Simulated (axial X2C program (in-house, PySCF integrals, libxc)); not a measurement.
**A two-component session on TaI⁺: EOM-IP-CCSD levels**

Wanted for TaI⁺: EOM-IP-CCSD levels, at the two-component level.

The runs use an in-house X2C program for linear molecules on PySCF integrals; two-component X2C with atomic mean-field terms, Ta dyall-cv3z, I dyall-cv3z.

All values are calculated.

## Step 1: The job

The input, task.json:

```json
{
 "zs": [
  73,
  53
 ],
 "q": 1,
 "bas": [
  "dyall-cv3z",
  "dyall-cv3z"
 ],
 "r0": 2.79,
 "eom": "ip",
 "rq": 0,
 "thr": -2.0,
 "nmax": 95,
 "grid": [
  1,
  0.96,
  1.045,
  0.92,
  1.09,
  1.15
 ]
}
```

Keys: zs atomic numbers; q charge; bas basis sets; r0 starting distance in Å; eom kind of EOM run; thr threshold in hartree for freezing inner shells (an s shell follows its p shell); nmax most natural virtual spinors; grid distances as factors.

The run is started by

```
python soeom.py task.json out
```

After this run come: EOM-IP-CCSD at 2.637 Å.

Before running it: what results should come out? Wanted: next root led by one particle; T1 of the reference.

**Answer**, as computed:

| quantity | value |
| --- | --- |
| lowest root at 2.637 Å | Ω = 1/2, 7.565 eV |
| next root led by one particle | Ω = 3/2, about 530 cm⁻¹ higher |
| T1 of the reference | 0.019 |

**Reading.** Removing an electron from the reference determinant of TaI costs 7.57 eV and empties a spinor of 60% Ta sσ, 22% Ta dσ, 7% Ta pσ. The closed-shell reference lies 0.65 eV above the lowest determinant found, so these energies count from an excited configuration. Errors of 0.1 to 0.3 eV are usual at this size, and roots led by higher excitations are left out, so the list is incomplete, and low states of that kind can be missing.
